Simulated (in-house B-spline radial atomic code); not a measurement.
**Ar¹²⁺: density, ELF and screening along the radius**

How do the shells of Ar¹²⁺ show in real space, and how much do the settings move them?

Method: several methods, spin-polarised, as named in each step; spherical all-electron atom at the radial basis limit. Code: in-house B-spline radial atomic code version 1.

### 1 The system

| Property | Result |
| --- | --- |
| element | argon (Z = 18) |
| charge | +12 |
| electrons | 6 |
| configuration | [He] 2s2 2p2 |
| nucleus | point (non-relativistic runs) or finite (X2C runs) |

Outer shells as boxes (Hund's rule):

[He] 2s2 2p2
```
[He] core
2s [↑↓]
2p [↑ ][↑ ][  ]
```

Where spins are not typed, each open shell is filled with up spins first.

### 2 PBE, X2C, [He] 2s2 2p2

Settings, as recorded:

```ini
Z = 18
electrons = 6.0
configuration = [He] 2s2 2p2
hamiltonian = x2c
method = pbe,pbe
spin_polarised = True
nucleus = fermi
rms_radius = 3.4274
mass_number = 40
atomic_mass = 39.96238312204
speed_of_light = 137.035999084
```

Run with:

```console
> python run_scf.py task.json out
```

task.json lists these runs, among others, and the program works through them in turn.

### 3 Hartree-Fock, X2C, [He] 2s2 2p2

Settings: those of step 2 with these lines changed.

```diff
@@ -4,3 +4,3 @@
 hamiltonian = x2c
-method = pbe,pbe
+method = hf
 spin_polarised = True
```

### 4 revTPSS, X2C, [He] 2s2 2p2

Settings: those of step 3 with these lines changed.

```diff
@@ -4,3 +4,3 @@
 hamiltonian = x2c
-method = hf
+method = revtpss,revtpss
 spin_polarised = True
```

### 5 LDA (VWN5), non-rel., [He] 2s1 2p2 3s1

Settings, as recorded:

```ini
Z = 18
electrons = 6.0
configuration = [He] 2s1 2p2 3s1
hamiltonian = nr
method = lda,vwn
spin_polarised = True
```

### 6 PBE, X2C, [He] 2s1 2p3

Settings, as recorded:

```ini
Z = 18
electrons = 6.0
configuration = [He] 2s1 2p3
hamiltonian = x2c
method = pbe,pbe
spin_polarised = True
nucleus = fermi
rms_radius = 3.4274
mass_number = 40
atomic_mass = 39.96238312204
speed_of_light = 137.035999084
```

Before running: How large is the system in each run, where do the shell borders lie, and what is the highest level?

The runs gave:

| run | total energy (hartree) | highest level (eV) | radius holding 50 / 90 / 99 % (bohr) | radius at n = 0.001 (bohr) | ELF minima on the full grid (bohr) |
| --- | --- | --- | --- | --- | --- |
| PBE, X2C, [He] 2s2 2p2 | -432.1119 | -654.01 | 0.246 / 0.508 / 0.761 | 1.11 | 0.16 |
| Hartree-Fock, X2C, [He] 2s2 2p2 | -432.0988 | -687.48 | 0.246 / 0.507 / 0.759 | 1.11 | 0.16 |
| revTPSS, X2C, [He] 2s2 2p2 | -432.2263 | -653.99 | 0.246 / 0.507 / 0.760 | 1.11 | 0.16 |
| LDA (VWN5), non-rel., [He] 2s1 2p2 3s1 | -413.8560 | -285.91 | 0.258 / 0.845 / 1.40 | 1.79 | 0.15, 0.58 |
| PBE, X2C, [He] 2s1 2p3 | -431.1304 | -653.53 | 0.233 / 0.495 / 0.751 | 1.11 | 0.16 |

What this shows: In the first run ELF has 1 minimum on the grid, which marks the borders between shells. On the record's full grid the screened charge (r times the electrostatic potential) falls from 17.9 near the nucleus to 12.00 at 1.3 bohr; far out it tends to the net charge, 12. The radius that holds 99 % of the electrons runs from 0.751 bohr (PBE, X2C, [He] 2s1 2p3) to 1.40 bohr (LDA (VWN5), non-rel., [He] 2s1 2p2 3s1). The grid is coarse (about 16 % a step), so the places of minima are rough. For X2C runs ELF uses the non-relativistic kinetic energy density, and the fields carry no picture-change correction.
